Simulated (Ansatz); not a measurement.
**SbH3O2: one species, many methods**

The task here is to estimate one member of a computed series from the others.

The runs use Ansatz 0.2.0, Gaussian basis; functionals in def2-TZVPP, the program's frozen cores in correlated methods.

The runs, in order: LDA (SPW92), PBE-D4, revPBE-D4, BLYP-D4, r2SCAN-D4, B97M-V, PBE0-D4, B3LYP-D4, r2SCANh-D4, r2SCAN0-D4, HSE06-D4, BHLYP-D4, CAM-B3LYP-D4, LC-ωPBE, ωB97X-V, ωB97M-V, B2PLYP, PBE-QIDH; CCSD(T)/def2-SVP; CCSD(T)/def2-TZVPP; MP2/def2-QZVPP; extrapolation to the limit; RPA on PBE.

### Structure used throughout

An earlier PBE0-D4 in a triple-zeta def2 set relaxation fixed the geometry. Sb takes the def2 core potential; no spin-orbit term is included.

SMILES `[OH][SbH][OH]`, 6 atoms, charge 0, spin multiplicity 1.

Atoms are counted from 1 here; the program's logs count them from 0.

Bond lengths: O1–Sb2 1.962 Å, O1–H4 0.960 Å, Sb2–O3 1.962 Å, Sb2–H5 1.708 Å, O3–H6 0.960 Å. Angles: Sb2–O1–H4 111.6°, O1–Sb2–O3 98.8°, O1–Sb2–H5 90.7°, O3–Sb2–H5 90.7°, Sb2–O3–H6 111.6°.

The first run:

File in.yaml:

```yaml
crystal:
  periodic: [false, false, false]
  atoms:
    - {symbol: O, position_ang: [-1.453679, -0.246636, -0.450717]}
    - {symbol: Sb, position_ang: [0.427586, 0.236455, -0.727074]}
    - {symbol: O, position_ang: [1.070649, 0.007406, 1.112193]}
    - {symbol: H, position_ang: [-1.641840, -1.131565, -0.773143]}
    - {symbol: H, position_ang: [0.072903, 1.879162, -0.421177]}
    - {symbol: H, position_ang: [1.566582, -0.808821, 1.213620]}
basis:
  gaussian: {orbitals: def2-TZVPP}
hamiltonian: {xc: lda}
output: {orbitals: {seedname: orbitals}}
```

Launch:

```sh
> ansatz run in.yaml --threads 2 --pin off --events-out ev --progress --plain --max-ram 4352MiB
```

Steps of the session up to this table: LDA; PBE-D4 (GGA); revPBE-D4 (GGA); BLYP-D4 (GGA); r2SCAN-D4 (meta-GGA); B97M-V (meta-GGA); B3LYP-D4 (hybrid); r2SCANh-D4 (hybrid); r2SCAN0-D4 (hybrid); HSE06-D4 (hybrid); BHLYP-D4 (hybrid); CAM-B3LYP-D4 (range-separated); LC-ωPBE (range-separated); ωB97X-V (range-separated); ωB97M-V (range-separated); B2PLYP (double hybrid); PBE-QIDH (double hybrid).

One of the session's tables, all rows but one given; the rest of the session is left out.

It belongs to the step «Frontier levels by functional». 

```
  functional  HOMO (eV)  gap (eV)
 LDA (SPW92)      -6.32      4.52
      PBE-D4      -6.16      4.56
   revPBE-D4      -6.11      4.60
     BLYP-D4      -6.07      4.52
   r2SCAN-D4      -6.45      5.10
      B97M-V      -6.43      4.97
     PBE0-D4      -7.35      6.50
    B3LYP-D4      -7.18      6.06
  r2SCANh-D4      -6.89      5.80
  r2SCAN0-D4      -7.54      6.85
    HSE06-D4      -6.95      5.74
    BHLYP-D4      -8.45      8.30
CAM-B3LYP-D4      -8.67      8.70
     LC-ωPBE      -9.90     11.08
     ωB97X-V      -9.59     10.65
     ωB97M-V          ?         ?
```

Q: Estimate the row for ωB97M-V from the others.

The run gave: HOMO (eV): -9.50; gap (eV): 10.31. In the column «HOMO (eV)» it lies between ωB97X-V (-9.59) and CAM-B3LYP-D4 (-8.67).
